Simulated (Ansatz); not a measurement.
# CH2F2Si (SMILES C=[Si](F)F): single points off equilibrium

A test off equilibrium: a structure displaced at random from a GFN2-xTB minimum is computed at several levels, and each is set against CCSD(T).

Program: Ansatz 0.2.0, Gaussian basis. Level of theory: single points in def2-TZVPP. These are calculated values, not measurements.

Cores are frozen in the correlated methods.

## 1. The system as given

6 atoms, charge 0, spin multiplicity 1.

Atoms are counted from 1 here; the program's logs count them from 0.

Bond lengths: C1–Si2 1.797 Å, C1–H5 1.078 Å, C1–H6 1.207 Å, Si2–F3 1.690 Å, Si2–F4 1.641 Å. Angles: Si2–C1–H5 131.6°, Si2–C1–H6 112.5°, H5–C1–H6 115.9°, C1–Si2–F3 129.5°, C1–Si2–F4 134.4°, F3–Si2–F4 96.1°.

Geometry (Å):

```xyz
6

C    -0.2972    1.0375   -0.0010
Si    0.1993   -0.6891    0.0197
F     1.3353   -1.4683    0.9982
F    -0.1790   -2.0029   -0.8872
H    -0.0282    1.8669    0.6332
H    -1.0549    1.2900   -0.9064
```

## 2. CCSD(T)/def2-TZVPP

Contents of run/in.yaml:

```yaml
crystal:
  periodic: [false, false, false]
  atoms:
    - {symbol: C, position_ang: [-0.297200, 1.037500, -0.001000]}
    - {symbol: Si, position_ang: [0.199300, -0.689100, 0.019700]}
    - {symbol: F, position_ang: [1.335300, -1.468300, 0.998200]}
    - {symbol: F, position_ang: [-0.179000, -2.002900, -0.887200]}
    - {symbol: H, position_ang: [-0.028200, 1.866900, 0.633200]}
    - {symbol: H, position_ang: [-1.054900, 1.290000, -0.906400]}
basis:
  gaussian: {orbitals: def2-TZVPP}
correlation: {method: ccsd_t}
output: {forces: true}
```

No record of the launch command was kept for these runs.

Standard output, cut to the lines that bear on the results:

```text
Functional definition: HF
  name "HF"
  cite "Fock, Z. Phys. 61, 126 (1930) doi:10.1007/BF01340294"
  parent pbe
[...]
1008 factors; integrals over basis functions are off by at most 1.1e-3 eV
[...]
mean field -14339.91011610 eV, -526.9819768266 hartree, gradient 1.1e-6 eV, S^2 0.000000; 0 other end points of the search recorded, 0 dependent functions left out; unrestricted orbitals would lower it
8 core orbitals not correlated: weight in the atoms' cores, before any rotation towards them, 1.000 or more for the frozen orbitals, at most 0.000 for the correlated occupied ones
reference -14339.91011610 eV, -526.9819768266 hartree; 12, 12 occupied and 143, 143 virtual orbitals, 1008 factors
second order -21.40495863 eV of doubles, -0.00000000 eV of singles
cycle   1  -21.14012091 eV  change    2.6e-1 eV  update   1.1e-1
[...]
cycle  13  -21.75396178 eV  change    2.9e-6 eV  update   2.5e-6
perturbative correction -0.80605013 eV, -0.0296217961 hartree
[...]
working
Total energy: -14362.47012802 eV, -527.8110419728 hartree
Atom 0 at    -0.297200     1.037500    -0.001000 Å, force    -1.439554    -2.304418    -2.853062 eV/Å
Atom 1 at     0.199300    -0.689100     0.019700 Å, force     1.323389    -0.579736     1.019216 eV/Å
Atom 2 at     1.335300    -1.468300     0.998200 Å, force    -1.972049     1.844537    -1.422219 eV/Å
Atom 3 at    -0.179000    -2.002900    -0.887200 Å, force    -0.028541     2.117941     0.717790 eV/Å
Atom 4 at    -0.028200     1.866900     0.633200 Å, force     0.278626    -0.343000     0.242345 eV/Å
Atom 5 at    -1.054900     1.290000    -0.906400 Å, force     1.838130    -0.735323     2.295930 eV/Å
Dipole moment:    -0.133417     0.217086    -0.065460 e Å
```

Run time: 100 s. Hardware: 4 threads, shared host; peak memory 2.4 GiB.

## 3. PBE0-D4/def2-TZVPP

run/in.yaml, as its differences from that of step 2:

```diff
@@ -11,3 +11,3 @@
   gaussian: {orbitals: def2-TZVPP}
-correlation: {method: ccsd_t}
-output: {forces: true}
+hamiltonian: {xc: pbe0, dispersion: d4}
+output: {forces: true, orbitals: {seedname: orbitals}}
```

The log in run was not kept; the run's report gives a total energy of -14375.154647 eV.

Wall time 1.3 s (4 threads, shared host); peak memory 0.29 GiB.

## 4. wB97M-V/def2-TZVPP

run/in.yaml, as its differences from that of step 3:

```diff
@@ -11,3 +11,3 @@
   gaussian: {orbitals: def2-TZVPP}
-hamiltonian: {xc: pbe0, dispersion: d4}
-output: {forces: true, orbitals: {seedname: orbitals}}
+hamiltonian: {xc: {name: wB97M-V}}
+output: {forces: true}
```

The log in run was not kept; the run's report gives a total energy of -14382.711022 eV.

It took 3.8 s on 4 threads, shared host; peak memory 0.38 GiB.

## 5. r2SCAN-D4/def2-TZVPP

run/in.yaml, as its differences from that of step 4:

```diff
@@ -11,3 +11,3 @@
   gaussian: {orbitals: def2-TZVPP}
-hamiltonian: {xc: {name: wB97M-V}}
+hamiltonian: {xc: r2scan, dispersion: d4}
 output: {forces: true}
```

The log in run was not kept; the run's report gives a total energy of -14381.474048 eV.

Run time: 2 s. Hardware: 4 threads, shared host; peak memory 0.18 GiB.

## 6. PBE-D4/def2-TZVPP

run/in.yaml, as its differences from that of step 5:

```diff
@@ -11,3 +11,3 @@
   gaussian: {orbitals: def2-TZVPP}
-hamiltonian: {xc: r2scan, dispersion: d4}
+hamiltonian: {xc: pbe, dispersion: d4}
 output: {forces: true}
```

The log in run was not kept; the run's report gives a total energy of -14374.621515 eV.

Wall time 1 s (4 threads, shared host); peak memory 0.16 GiB.

## 7. wB97X-V/def2-TZVPP

run/in.yaml, as its differences from that of step 6:

```diff
@@ -11,3 +11,3 @@
   gaussian: {orbitals: def2-TZVPP}
-hamiltonian: {xc: pbe, dispersion: d4}
+hamiltonian: {xc: {name: wB97X-V}}
 output: {forces: true}
```

Standard output, cut to the lines that bear on the results:

```text
Functional definition: wB97X-V
  name "wB97X-V"
  cite "Mardirossian & Head-Gordon, Phys. Chem. Chem. Phys. 16, 9904 (2014) doi:10.1039/C3CP54374A"
  cite "Becke, J. Chem. Phys. 107, 8554 (1997) doi:10.1063/1.475007"
  cite "Vydrov & Van Voorhis, J. Chem. Phys. 133, 244103 (2010) doi:10.1063/1.3521275"
[...]
      + integral(e_c_pw_opposite_spin*poly(b97_u_opposite, cos0, cos1)) + vv10(b, c)
901 factors; their error is unknown
187 factors; integrals over basis functions are off by at most 1.6e-5 eV
[...]
mean field -14381.43715055 eV, -528.5080671946 hartree, gradient 5.6e-5 eV, S^2 0.000000; 0 other end points of the search recorded, 0 dependent functions left out
[...]
reference -14381.43714886 eV, -528.5080671324 hartree; 20, 20 occupied and 143, 143 virtual orbitals, 901 factors
Total energy: -14381.43714886 eV, -528.5080671324 hartree
Atom 0 at    -0.297200     1.037500    -0.001000 Å, force    -1.363878    -2.861280    -2.917555 eV/Å
Atom 1 at     0.199300    -0.689100     0.019700 Å, force     1.169483     0.055808     0.998154 eV/Å
Atom 2 at     1.335300    -1.468300     0.998200 Å, force    -1.943935     1.795096    -1.397515 eV/Å
Atom 3 at    -0.179000    -2.002900    -0.887200 Å, force    -0.033928     2.067426     0.712175 eV/Å
Atom 4 at    -0.028200     1.866900     0.633200 Å, force     0.292361    -0.322691     0.263510 eV/Å
Atom 5 at    -1.054900     1.290000    -0.906400 Å, force     1.879896    -0.734359     2.341229 eV/Å
Dipole moment:    -0.123278     0.169648    -0.064875 e Å
```

It took 3.4 s on 4 threads, shared host; peak memory 0.36 GiB.

## 8. SPW92/def2-TZVPP

run/in.yaml, as its differences from that of step 7:

```diff
@@ -11,3 +11,3 @@
   gaussian: {orbitals: def2-TZVPP}
-hamiltonian: {xc: {name: wB97X-V}}
+hamiltonian: {xc: lda}
 output: {forces: true}
```

The log in run was not kept; the run's report gives a total energy of -14309.128844 eV.

Wall time 0.65 s (4 threads, shared host); peak memory 0.16 GiB.

## 9. Side by side

```
   method  RMS force component (eV/Å)  RMS error against CCSD(T) (eV/Å)  angle to CCSD(T) forces (°)  dipole (D)
  CCSD(T)                       1.535                         reference                    reference        1.26
  PBE0-D4                       1.564                             0.134                          4.8        1.22
  wB97M-V                       1.550                             0.206                          7.6        1.06
r2SCAN-D4                       1.522                             0.126                          4.7        1.17
   PBE-D4                       1.367                             0.322                         10.9        1.17
  wB97X-V                       1.572                             0.205                          7.5        1.05
    SPW92                       1.508                             0.216                          8.1        1.27
```

Energy less the free neutral atoms in their ground states at the same level (atoms from separate runs):

Differences are taken before rounding.

```
      method                    rung  energy less atoms (kJ/mol)  from CCSD(T) (kJ/mol)
       SPW92                     LDA                     -2671.2                 -432.7
      PBE-D4                     GGA                     -2366.2                 -127.8
   r2SCAN-D4                meta-GGA                     -2310.7                  -72.3
     PBE0-D4                  hybrid                     -2278.7                  -40.3
     wB97X-V  range-separated hybrid                     -2296.6                  -58.2
     wB97M-V  range-separated hybrid                     -2303.2                  -64.7
Hartree-Fock            wavefunction                     -1615.8                 +622.6
         MP2            wavefunction                     -2321.8                  -83.4
        CCSD            wavefunction                     -2190.6                  +47.9
     CCSD(T)            wavefunction                     -2238.4                      0
```

Cost and force error (times from a shared host):

```
   method    time  RMS force error (eV/Å)
  CCSD(T)   100 s                       0
  PBE0-D4   1.3 s                   0.134
  wB97M-V   3.8 s                   0.206
r2SCAN-D4     2 s                   0.126
   PBE-D4     1 s                   0.322
  wB97X-V   3.4 s                   0.205
    SPW92  0.65 s                   0.216
```

## 10. Summary of results

| quantity | value |
| --- | --- |
| energy less free atoms, CCSD(T)/def2-TZVPP | -2238.4 kJ/mol |
| RMS force component | 1.367 to 1.572 eV/Å over the methods |
| RMS force error | PBE0-D4 0.134, wB97M-V 0.206, r2SCAN-D4 0.126, PBE-D4 0.322, wB97X-V 0.205, SPW92 0.216 eV/Å |
| HOMO and LUMO, PBE0-D4 | -6.88 and -1.79 eV |
| T1 diagnostic | 0.015 |

Against CCSD(T) the functionals' energies less atoms differ by -432.7 to -40.3 kJ/mol, PBE-D4 by -127.8 kJ/mol. CCSD(T) in triple zeta still lacks some correlation energy of the bonds, so part of these gaps is its own basis error and they don't rank the functionals. The forces of r2SCAN-D4 come nearest to CCSD(T), those of PBE-D4 are farthest. Frozen-core CCSD(T) forces in triple zeta carry basis errors of their own, and this is one geometry, so small gaps rank nothing. The restricted Hartree–Fock reference is unstable towards an unrestricted one at one or more of these structures.
